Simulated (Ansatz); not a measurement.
# CoC+ (quintet): the correlation ladder, def2-QZVPP

The task here is to estimate one member of a computed series from the others.

The runs use Ansatz 0.2.0, Gaussian basis; def2-QZVPP, core rule «outside noble gas», up to 10 orbitals frozen.

The runs, in order: UHF; ROHF; CCSD(T) on UHF.

### What is computed

The geometry is a PBE0/def2-TZVP stationary point (not a proven minimum) of the parent state, kept for this charge and spin.

2 atoms, charge 1, spin multiplicity 5.

Atoms are counted from 1 here; the program's logs count them from 0.

Bond lengths: Co1–C2 1.609 Å.

Geometry (Å):

```xyz
2
charge 1, multiplicity 5
Co    0.0000    0.0000    0.0000
C     0.0000    0.0000    1.6092
```

The first run:

in.yaml reads:

```yaml
crystal:
  periodic: [false, false, false]
  atoms:
    - {symbol: Co, position_ang: [0.000000, 0.000000, 0.000000]}
    - {symbol: C, position_ang: [0.000000, 0.000000, 1.609200]}
basis:
  gaussian: {orbitals: "def2-QZVPP.json"}
total_charge: 1
magnetization: {spin_polarized: true, initial_magnetization: 4}
hamiltonian: {xc: hf}
output: {orbitals: {seedname: orbitals}}
```

The run is started by

```sh
ansatz run in.yaml --threads 1 --pin off --events-out ev --progress --plain --max-ram 2816MiB --backend cpu
```

Among the steps run: UHF; ROHF; CCSD(T) on UHF.

One of the session's tables, all rows but one given; the rest of the session is left out.

It belongs to the step «Misses and costs». 

| method | from UCCSD(T) (kJ/mol) |
| --- | --- |
| ROHF | +1213.1 |
| UHF | +1122.9 |
| UMP2 | ? |
| UCCSD | +63.8 |
| UCCSD(T) | 0 |

Estimate the missing values for UMP2.

As computed: from UCCSD(T) (kJ/mol): +187.5. In the column «from UCCSD(T) (kJ/mol)» it lies between UCCSD (+63.8) and UHF (+1122.9).

The program flags UCCSD(T) as in doubt (see the logs), so the zero of the table is itself unsure.

To keep in mind: The determinant of HF (⟨S²⟩ 6.78) is far from a pure spin state, so its energy mixes those of several spin states; that is harmless only where they are near-degenerate. The determinant of CCSD(T) (⟨S²⟩ 6.78) is far from a pure spin state, so its energy mixes those of several spin states; high orders of coupled cluster remove much of that, low ones don't. The program flags UCCSD(T) as in doubt, so the zero of the table is itself unsure.
